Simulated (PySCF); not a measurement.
# One shape, several levels: AlClF2 (SMILES [F][Al]([F])[Cl])

We compute a comparison of 6 runs (HF/STO-3G, HF/3-21G, B3LYP/def2-SVPD, CAM-B3LYP/def2-SVPD, PBE/def2-SVPD, wB97X/def2-SVPD) of AlClF2. The job is set up through a Python script.

The calculation is run with PySCF 2.14.0.

2 further runs of the same task are left out: 2 set aside as unsound or not needed.

**1. The molecule**

The species is AlClF2 (4 atoms), meant as a singlet with charge 0. SMILES: `[F][Al]([F])[Cl]`. One bond was lengthened or shortened from a relaxed shape.

Bond lengths: F1–Al2 1.875 Å, Al2–F3 1.631 Å, Al2–Cl4 2.061 Å. Angles: F1–Al2–F3 119.0°, F1–Al2–Cl4 120.5°, F3–Al2–Cl4 120.5°.

**2. The energy at HF/STO-3G (run 1)**

The input, input.py:

```python
from pyscf import gto

system = gto.Mole()
system.atom = 'F 1.136386 0.837635 1.314049; Al 0.069280 -0.050750 0.053570; F 0.273490 -1.653820 -0.164660; Cl -1.339980 0.982810 -1.038560'
system.verbose = 4
system.max_memory = 1860
system.basis = 'sto-3g'
system.spin = 0
system.build()

mf = system.RHF()
mf.conv_tol = 1e-10
mf.kernel()
if not mf.converged:
    mf = mf.newton().run(mf.mo_coeff, mf.mo_occ)

e_tot = mf.e_tot
print('E = %.10f Eh' % e_tot)
```

Run with:

```bash
OMP_NUM_THREADS=1 python input.py
```

What it wrote:

```text
PySCF version 2.14.0

[INPUT] num. atoms = 4
[INPUT] num. electrons = 48
[INPUT] charge = 0
[INPUT] spin (= nelec alpha-beta = 2S) = 0
[INPUT] symmetry False subgroup None
[INPUT] Mole.unit = angstrom
[INPUT] Symbol           X                Y                Z      unit          X                Y                Z       unit  Magmom
[INPUT]  1 F      1.136386000000   0.837635000000   1.314049000000 AA    2.147458311790   1.582900742350   2.483192724259 Bohr   0.0
[INPUT]  2 Al     0.069280000000  -0.050750000000   0.053570000000 AA    0.130920225910  -0.095903600822   0.101232628493 Bohr   0.0
[INPUT]  3 F      0.273490000000  -1.653820000000  -0.164660000000 AA    0.516821197807  -3.125266859328  -0.311162303671 Bohr   0.0
[INPUT]  4 Cl    -1.339980000000   0.982810000000  -1.038560000000 AA   -2.532195212395   1.857241732484  -1.962593963928 Bohr   0.0

nuclear repulsion = 190.796850826094
number of shells = 16
number of NR pGTOs = 84
number of NR cGTOs = 28
basis = sto-3g
ecp = {}

******** <class 'pyscf.scf.hf.RHF'> ********
method = RHF
initial guess = minao
damping factor = 0
level_shift factor = 0
DIIS = <class 'pyscf.scf.diis.CDIIS'>
diis_start_cycle = 1
diis_space = 8
diis_damp = 0
SCF conv_tol = 1e-10
SCF conv_tol_grad = None
SCF max_cycles = 50
direct_scf = True
direct_scf_tol = 1e-13
Set gradient conv threshold to 1e-05
Initial guess from minao.
init E= -889.0194828921
  HOMO = -0.563362184212466  LUMO = -0.0363532695673165  gap/eV = 14.34064
cycle= 1 E= -889.666081996153  delta_E= -0.647  |g|= 0.514  |ddm|=  2.4
  HOMO = -0.237603498977034  LUMO = 0.225690830446269  gap/eV = 12.60688
cycle= 2 E= -889.799343956924  delta_E= -0.133  |g|= 0.139  |ddm|= 1.19
  HOMO = -0.366335291278684  LUMO = 0.277446269847053  gap/eV = 17.51819
cycle= 3 E= -889.807061508118  delta_E= -0.00772  |g|= 0.0261  |ddm|= 0.223
  HOMO = -0.366034815260167  LUMO = 0.285400529529836  gap/eV = 17.72646
cycle= 4 E= -889.80768802664  delta_E= -0.000627  |g|= 0.00549  |ddm|= 0.0795
  HOMO = -0.365304597336958  LUMO = 0.284358972701254  gap/eV = 17.67825
cycle= 5 E= -889.80772020644  delta_E= -3.22e-05  |g|= 0.00115  |ddm|= 0.0182
  HOMO = -0.365064808737351  LUMO = 0.284519374008419  gap/eV = 17.67609
cycle= 6 E= -889.80772162512  delta_E= -1.42e-06  |g|= 0.000219  |ddm|= 0.00412
  HOMO = -0.365123865121902  LUMO = 0.284528737782322  gap/eV = 17.67795
cycle= 7 E= -889.807721669784  delta_E= -4.47e-08  |g|= 4.68e-05  |ddm|= 0.000762
  HOMO = -0.365113295107392  LUMO = 0.284518729795984  gap/eV = 17.67739
cycle= 8 E= -889.807721671805  delta_E= -2.02e-09  |g|= 1.65e-05  |ddm|= 0.00014
  HOMO = -0.365115174647812  LUMO = 0.284520695827144  gap/eV = 17.67749
cycle= 9 E= -889.807721672112  delta_E= -3.07e-10  |g|= 3.19e-06  |ddm|= 6.83e-05
  HOMO = -0.365115337124222  LUMO = 0.284520572313902  gap/eV = 17.67749
cycle= 10 E= -889.807721672124  delta_E= -1.23e-11  |g|= 6.64e-07  |ddm|= 1.29e-05
  HOMO = -0.365115305995698  LUMO = 0.284520581464085  gap/eV = 17.67749
Extra cycle  E= -889.807721672125  delta_E= -9.09e-13  |g|= 3.7e-07  |ddm|= 1.63e-06
converged SCF energy = -889.807721672125
E = -889.8077216721 Eh
```

It took 0.68 s on 1 thread of Arm Neoverse V2, shared host; peak memory 0.12 GiB.

**3. The energy at HF/3-21G (run 2)**

The input, input.py:

```python
from pyscf import gto, scf

mol = gto.M(
    atom='''
F      2.147458     1.582901     2.483193
Al     0.130920    -0.095904     0.101233
F      0.516821    -3.125267    -0.311162
Cl    -2.532195     1.857242    -1.962594
''',
    unit='bohr',
    charge=0,
    max_memory=1860,
    verbose=3,
    basis='3-21g',
)

calc0 = scf.RHF(mol)
calc0.conv_tol = 1e-10
calc0.kernel()
if not calc0.converged:
    calc0 = calc0.newton().run(calc0.mo_coeff, calc0.mo_occ)

energy = calc0.e_tot
print('E = %.10f Eh' % energy)
```

Run with:

```bash
OMP_NUM_THREADS=1 python input.py
```

What it wrote:

```text
converged SCF energy = -895.8861934706
E = -895.8861934706 Eh
```

Wall time 0.58 s (1 thread of Arm Neoverse V2, shared host); peak memory 0.1 GiB.

Runs 3 to 4 aren't shown in full; the table further down has their settings and results.

**4. The energy at PBE/def2-SVPD (run 5)**

The input, run.py:

```python
from pyscf import gto, dft

system = gto.Mole()
system.atom = '''
F      2.147458     1.582901     2.483193
Al     0.130920    -0.095904     0.101233
F      0.516821    -3.125267    -0.311162
Cl    -2.532195     1.857242    -1.962594
'''
system.verbose = 4
system.basis = 'def2-svpd'
system.charge = 0
system.unit = 'bohr'
system.max_memory = 1860
system.build()

ks = dft.RKS(system, xc='pbe')
ks.conv_tol = 1e-10
ks.grids.level = 5
ks.kernel()
if not ks.converged:
    ks = ks.newton().run(ks.mo_coeff, ks.mo_occ)

e_final = ks.e_tot
print('E = %.10f Eh' % e_final)
```

Run with:

```bash
OMP_NUM_THREADS=1 python run.py
```

What it wrote:

```text
PySCF version 2.14.0

[INPUT] num. atoms = 4
[INPUT] num. electrons = 48
[INPUT] charge = 0
[INPUT] spin (= nelec alpha-beta = 2S) = 0
[INPUT] symmetry False subgroup None
[INPUT] Mole.unit = bohr
[INPUT] Symbol           X                Y                Z      unit          X                Y                Z       unit  Magmom
[INPUT]  1 F      1.136385835008   0.837635136342   1.314049145916 AA    2.147458000000   1.582901000000   2.483193000000 Bohr   0.0
[INPUT]  2 Al     0.069279880454  -0.050750211236   0.053570196593 AA    0.130920000000  -0.095904000000   0.101233000000 Bohr   0.0
[INPUT]  3 F      0.273489895325  -1.653820074440  -0.164659839304 AA    0.516821000000  -3.125267000000  -0.311162000000 Bohr   0.0
[INPUT]  4 Cl    -1.339979887606   0.982810141563  -1.038560019088 AA   -2.532195000000   1.857242000000  -1.962594000000 Bohr   0.0

nuclear repulsion = 190.796847290059
number of shells = 39
number of NR pGTOs = 153
number of NR cGTOs = 97
basis = def2-svpd
ecp = {}

******** <class 'pyscf.dft.rks.RKS'> ********
method = RKS
initial guess = minao
damping factor = 0
level_shift factor = 0
DIIS = <class 'pyscf.scf.diis.CDIIS'>
diis_start_cycle = 1
diis_space = 8
diis_damp = 0
SCF conv_tol = 1e-10
SCF conv_tol_grad = None
SCF max_cycles = 50
direct_scf = True
direct_scf_tol = 1e-13
XC library pyscf.dft.libxc version 7.0.0
    S. Lehtola, C. Steigemann, M. J.T. Oliveira, and M. A.L. Marques.,  SoftwareX 7, 1–5 (2018)
XC functionals = pbe
    J. P. Perdew, K. Burke, and M. Ernzerhof.,  Phys. Rev. Lett. 77, 3865 (1996)
    J. P. Perdew, K. Burke, and M. Ernzerhof.,  Phys. Rev. Lett. 78, 1396 (1997)
    J. P. Perdew, K. Burke, and M. Ernzerhof.,  Phys. Rev. Lett. 77, 3865 (1996)
    J. P. Perdew, K. Burke, and M. Ernzerhof.,  Phys. Rev. Lett. 78, 1396 (1997)
radial grids:
    Treutler-Ahlrichs [JCP 102, 346 (1995); DOI:10.1063/1.469408] (M4) radial grids

becke partition: Becke, JCP 88, 2547 (1988); DOI:10.1063/1.454033
pruning grids: <function nwchem_prune>
grids dens level: 5
symmetrized grids: False
atomic radii adjust function: <function treutler_atomic_radii_adjust>
small_rho_cutoff = 0
Set gradient conv threshold to 1e-05
[... 1 set-up line as earlier in the session ...]
tot grids = 173856
init E= -901.67866700199
  HOMO = -0.359879904832277  LUMO = -0.115702278089645  gap/eV = 6.64441
cycle= 1 E= -901.512740652467  delta_E= 0.166  |g|= 0.837  |ddm|= 2.29
  HOMO = -0.177929084745879  LUMO = -0.0880033515003396  gap/eV = 2.44700
cycle= 2 E= -900.558894002945  delta_E= 0.954  |g|= 2.46  |ddm|= 2.37
  HOMO = -0.297444478120581  LUMO = -0.109994102914597  gap/eV = 5.10078
cycle= 3 E= -901.632073530024  delta_E= -1.07  |g|= 0.291  |ddm|= 1.73
  HOMO = -0.319033921952605  LUMO = -0.109244078432614  gap/eV = 5.70867
cycle= 4 E= -901.647138654672  delta_E= -0.0151  |g|= 0.141  |ddm|= 0.343
  HOMO = -0.326197087361602  LUMO = -0.11105856532831  gap/eV = 5.85422
cycle= 5 E= -901.65004116315  delta_E= -0.0029  |g|= 0.0452  |ddm|= 0.0933
  HOMO = -0.322487714138214  LUMO = -0.110838327605282  gap/eV = 5.75927
cycle= 6 E= -901.650490974287  delta_E= -0.00045  |g|= 0.0121  |ddm|= 0.0495
  HOMO = -0.322552601674659  LUMO = -0.110465860526173  gap/eV = 5.77117
cycle= 7 E= -901.650519638096  delta_E= -2.87e-05  |g|= 0.00416  |ddm|= 0.00988
  HOMO = -0.322680927499261  LUMO = -0.110651998730628  gap/eV = 5.76960
cycle= 8 E= -901.650523338881  delta_E= -3.7e-06  |g|= 0.000408  |ddm|= 0.00328
  HOMO = -0.322696418993818  LUMO = -0.110636685166098  gap/eV = 5.77044
cycle= 9 E= -901.650523375522  delta_E= -3.66e-08  |g|= 3.12e-05  |ddm|= 0.000477
  HOMO = -0.322701606355586  LUMO = -0.110639719162999  gap/eV = 5.77050
cycle= 10 E= -901.6505233757  delta_E= -1.77e-10  |g|= 8.75e-06  |ddm|= 3.51e-05
  HOMO = -0.322700818712184  LUMO = -0.110639105081094  gap/eV = 5.77049
cycle= 11 E= -901.65052337572  delta_E= -2e-11  |g|= 6.46e-07  |ddm|= 6.38e-06
  HOMO = -0.322700688587712  LUMO = -0.11063908700891  gap/eV = 5.77049
Extra cycle  E= -901.650523375715  delta_E= 4.55e-12  |g|= 6.62e-07  |ddm|= 1.31e-06
converged SCF energy = -901.650523375715
E = -901.6505233757 Eh
```

Run time: 14 s. Hardware: 1 thread of Arm Neoverse V2, shared host; peak memory 0.49 GiB.

**5. The energy at wB97X/def2-SVPD (run 6)**

The input, run.py:

```python
from pyscf import gto, dft

molecule = gto.M(
    atom='''
F      2.147458     1.582901     2.483193
Al     0.130920    -0.095904     0.101233
F      0.516821    -3.125267    -0.311162
Cl    -2.532195     1.857242    -1.962594
''',
    max_memory=1860,
    verbose=3,
    unit='bohr',
    basis='def2-svpd',
)

calc0 = dft.RKS(molecule)
calc0.xc = 'wb97x'
calc0.grids.level = 5
calc0.conv_tol = 1e-10
calc0.kernel()
if not calc0.converged:
    calc0 = calc0.newton().run(calc0.mo_coeff, calc0.mo_occ)

e_final = calc0.e_tot
print('E(%s) = %.9f' % ('WB97X', e_final))
```

Run with:

```bash
OMP_NUM_THREADS=1 python run.py
```

What it wrote:

```text
converged SCF energy = -902.114957758492
E(WB97X) = -902.114957758
```

Wall time 20 s (1 thread of Arm Neoverse V2, shared host); peak memory 0.49 GiB.

**6. The series**

```csv
run,level,integration grid,energy (Eh),dipole moment (D),HOMO energy (eV),LUMO energy (eV),wall time
1,HF/STO-3G,–,-889.807722,1.71,-9.94,7.74,0.68 s
2,HF/3-21G,–,-895.886193,0.59,-13.69,1.33,0.58 s
3,B3LYP/def2-SVPD,5,-902.197357,1.42,-10.01,-2.46,15 s
4,CAM-B3LYP/def2-SVPD,5,-902.138674,1.41,-11.71,-1.31,20 s
5,PBE/def2-SVPD,5,-901.650523,1.36,-8.78,-3.01,14 s
6,wB97X/def2-SVPD,5,-902.114958,1.37,-12.76,-0.11,20 s
```

**7. Results**

| quantity | value |
| --- | --- |
| run 6: total energy | -902.11496 Eh |
| run 6: dipole moment | 1.37 D |
| run 6: HOMO energy | -12.76 eV |
| run 6: LUMO energy | -0.11 eV |
| run 6: HOMO–LUMO gap | 12.65 eV |

**Reading.** The dipole moment (its size) runs from 0.59 D (HF/3-21G) to 1.71 D (HF/STO-3G). The HOMO–LUMO gap runs from 5.77 eV (PBE/def2-SVPD) to 17.68 eV (HF/STO-3G). The two ends differ in method and basis. Totals of different functionals can't be ranked against each other. In run 1 the basis is minimal, so the values are rough. All runs together took 70 s, the longest 20 s.
